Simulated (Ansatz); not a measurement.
What does this script print? It uses Ansatz's Python interface.

`POSCAR`
```text
LaTe
1.0
   0.00000000    3.21800000    3.21800000
   3.21800000    0.00000000    3.21800000
   3.21800000    3.21800000    0.00000000
La Te
1 1
Direct
   0.00000000    0.00000000    0.00000000
   0.50000000    0.50000000    0.50000000
```

`analyse_late.py`
```python
# -*- coding: utf-8 -*-
from collections import defaultdict
from pathlib import Path

import ansatz as az
from ase.io import read
import numpy as np
from pymatgen.core import Structure
from pymatgen.symmetry.analyzer import SpacegroupAnalyzer

atoms = read("POSCAR", format="vasp")
crystal = az.Crystal.from_ase(atoms)

setup = (
    crystal.calculation()
    .pseudopotentials("paw")
    .functional("r2scan")
    .kpoints(6)
    .occupations("Fermi-Dirac", width=0.1)
    .density()
    .potential()
    .electron_localization_function()
    .output_files(volumetric_format="npy")
    .stress()
    .density_of_states(energy_step=0.1, projected=True)
)
out = setup.run()
data = out.report

print(f"free energy      {data['free_energy_ev']:.5f} eV")
print(f"per atom         {data['free_energy_ev'] / len(out.lattice.sites):.5f} eV")
print(f"SCF iterations   {data['n_iterations']}  (converged: {data['converged']})")

folder = Path(out.write_results("fields"))
print("densities in e/A^3, potentials in eV, ELF without unit")
for name in sorted(p.name for p in folder.glob("*.npy")):
    field = np.load(folder / name)
    print(f"{name:16s} {str(field.shape):16s} min {field.min():10.4f}  mean {field.mean():10.4f}  max {field.max():10.4f}")

final = Structure(out.lattice.cell_ang, [s.symbol for s in out.lattice.sites], [s.position_frac for s in out.lattice.sites])
for index, (site, neighbours) in enumerate(zip(final, final.get_all_neighbors(5.5))):
    first = min(n.nn_distance for n in neighbours)
    shell = [n for n in neighbours if n.nn_distance < 1.2 * first]
    mean = sum(n.nn_distance for n in shell) / len(shell)
    print(f"atom {index} {site.specie.symbol}: {len(shell)} neighbours within 1.2 of the shortest distance, mean {mean:.3f} A")

principal = np.linalg.eigvalsh(np.array(data["stress_gpa"]))
mises = np.sqrt(0.5 * sum((principal[i] - principal[i - 1]) ** 2 for i in range(3)))
print("principal stresses (GPa, compression positive):", np.round(principal, 3))
print(f"mean {principal.mean():.3f} GPa, von Mises {mises:.3f} GPa, PV = {principal.mean() * data['setup']['cell_volume_ang3'] / 160.21766:.4f} eV")

dos = out.density_of_states()
energy = np.asarray(dos.energies_ev) - dos.fermi_ev
projected = out.projected_density_of_states()
by_shell = defaultdict(float)
for site in projected.sites:
    for shell in site.shells:
        for part in shell.curves:
            by_shell[f"{site.species} {'spdf'[shell.l]}"] += np.sum(part.g_bin_mean_per_ev, axis=0)
print("E - E_F  " + " ".join(f"{name:>7s}" for name in by_shell))
for e in np.arange(-6, 6 + 0.1, 1.0):
    print(f"{e:7.1f}  " + " ".join(f"{np.interp(e, energy, curve):7.3f}" for curve in by_shell.values()))

analyser = SpacegroupAnalyzer(final, symprec=0.01)
standard = analyser.get_conventional_standard_structure()
print(analyser.get_crystal_system(), analyser.get_space_group_symbol(), len(standard), "atoms in the conventional cell")
print("a b c (A):", [round(x, 4) for x in standard.lattice.abc], " angles:", [round(x, 2) for x in standard.lattice.angles])
print(f"mass density {float(final.density):.3f} g/cm^3")
```

`python analyse_late.py` gives:
```text
DeckWarning: basis.ecutwfc = 500 eV, auto-derived from the records' recommended cutoffs: set by La (their level for a meta-GGA)
free energy      -13263.19501 eV
per atom         -6631.59750 eV
SCF iterations   7  (converged: True)
densities in e/A^3, potentials in eV, ELF without unit
elf.npy          (36, 36, 36)     min     0.0013  mean     0.3539  max     0.9998
rho.npy          (36, 36, 36)     min     0.0339  mean     0.4051  max    17.6007
v_es.npy         (36, 36, 36)     min   -38.5124  mean     7.0396  max   109.8908
v_tot.npy        (36, 36, 36)     min   -60.3996  mean    -3.0490  max    88.5585
atom 0 La: 6 neighbours within 1.2 of the shortest distance, mean 3.218 A
atom 1 Te: 6 neighbours within 1.2 of the shortest distance, mean 3.218 A
principal stresses (GPa, compression positive): [1.681 1.681 1.681]
mean 1.681 GPa, von Mises 0.000 GPa, PV = 0.6993 eV
E - E_F     La s    La p    La d    La f    Te s    Te p    Te d
   -6.0    0.000   0.000   0.000   0.000   0.000   0.000   0.000
   -5.0    0.304   0.026   0.396   0.015   0.015   1.327   0.000
   -4.0    0.021   0.175   1.702   0.082   0.027   5.058   0.001
   -3.0    0.000   0.003   0.020   0.017   0.000   0.163   0.000
   -2.0    0.000   0.000   0.000   0.000   0.000   0.000   0.000
   -1.0    0.002   0.000   0.338   0.025   0.001   0.022   0.000
    0.0    0.019   0.001   0.990   0.363   0.005   0.087   0.001
    1.0    0.028   0.001   1.703   3.068   0.008   0.052   0.002
    2.0    0.037   0.001   2.362   3.709   0.042   0.187   0.001
    3.0    0.000   0.000   0.000   0.000   0.000   0.000   0.000
    4.0    0.000   0.000   0.000   0.000   0.000   0.000   0.000
    5.0    0.000   0.000   0.000   0.000   0.000   0.000   0.000
    6.0    0.000   0.000   0.000   0.000   0.000   0.000   0.000
cubic Fm-3m 8 atoms in the conventional cell
a b c (A): [6.436, 6.436, 6.436]  angles: [90.0, 90.0, 90.0]
mass density 6.640 g/cm^3
```
(Warnings from the package without file and line.)

What to keep in mind:
- Total energies depend on the potentials; only differences at equal settings carry meaning.
- For a metal this k-point mesh is coarse: on a finer one energies can move by several to tens of meV an atom and pressures by half a GPa or more, differences at one mesh by less.
- Projections exist only for the shells that the potentials hold, some of them semicore, and samples at single energies can miss narrow peaks.
- Grid values close to the nuclei reflect the PAW or pseudopotential construction, not the all-electron fields.
- The starting cell is as deposited in a crystallographic database; the results hold for this polymorph, which needn't be the stable one.
- The computed bands are complete only to about 1.6 eV above the Fermi level; beyond that the density of states is undercounted.
- Finished in 7.9 s on 1 thread of Arm Neoverse V1, on a shared host, peak memory 0.66 GiB.

(A comment or docstring line of the script was reworded after the run, the code is as it ran; lines on the test bed's own set-up are left out of the output.)
